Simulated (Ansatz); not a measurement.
# Mg3ZnTe4: the cost of one run

Computed with Ansatz 0.2.0 (DFT PBE, scalar-relativistic, plane waves, PAW, unless a step's input says otherwise).

**1. The system as given**

Symmetry: P-4m2, No. 115, tetragonal system. The conventional cell has a = 4.533 Å, b = 4.533 Å, c = 12.924 Å, α = 90.00°, β = 90.00°, γ = 90.00°. Around Mg (site symmetry 2mm) lie 4 Te at 2.81 Å. Around Mg (site symmetry -4m2) lie 4 Te at 2.81 Å. Zn (site symmetry -4m2) is surrounded by 4 Te at 2.71 Å. Te (site symmetry 2mm) has 4 Mg at 2.81 Å in its first shell of neighbours. Te (site symmetry 2mm) is surrounded by 2 Zn at 2.71 Å and 2 Mg at 2.81 Å.

Structure file:

```
Mg Zn Te
1.0
     4.53318    0.00000    0.00000
     0.00000    4.53318    0.00000
     0.00000    0.00000   12.92369
Mg Zn Te
3 1 4
Direct
  0.00000 0.00000 0.75663
  0.50000 0.50000 0.50000
  0.00000 0.00000 0.24337
  0.50000 0.50000 0.00000
  0.50000 0.00000 0.62834
  0.00000 0.50000 0.37166
  0.50000 0.00000 0.11486
  0.00000 0.50000 0.88514
```

The start is the relaxed end of an invented cell (made as: elements ordered on the sites of the ZnTe type, Zn/Mg on Zn (P-4m2, No. 115)), taken up again for a closer look.

**2. The guess as it stands, on a coarse mesh**

File input.yaml:

```yaml
crystal:
  lattice:
    - [4.5331767, 0.0, 0.0]
    - [0.0, 4.5331767, 0.0]
    - [0.0, 0.0, 12.9236883]
  atoms:
    - { symbol: Mg, position: [0.0, 0.0, 0.756626] }
    - { symbol: Mg, position: [0.5, 0.5, 0.5] }
    - { symbol: Mg, position: [0.0, 0.0, 0.243374] }
    - { symbol: Zn, position: [0.5, 0.5, 0.0] }
    - { symbol: Te, position: [0.5, 0.0, 0.628344] }
    - { symbol: Te, position: [0.0, 0.5, 0.371656] }
    - { symbol: Te, position: [0.5, 0.0, 0.114864] }
    - { symbol: Te, position: [0.0, 0.5, 0.885136] }
basis:
  ecutwfc: 420
kpoints:
  mp_grid: { grid: [4, 4, 2] }
hamiltonian:
  xc: pbe
scf:
  occupations: { method: gaussian, width: 0.1 }
  lower_state_search: "off"
output:
  forces: true
  stress: true
  eigenvalues: true
```

Command:

```sh
$ ansatz run input.yaml --threads 4 --pin off --max-ram 8192MiB --backend cpu --events-out ev --progress --plain --runs-dir out
```

**Question.** How long does this run take on 4 threads of Arm Neoverse V2, shared host, and how much memory does it need?

About 3.9 s, with a peak of 0.7 GiB.
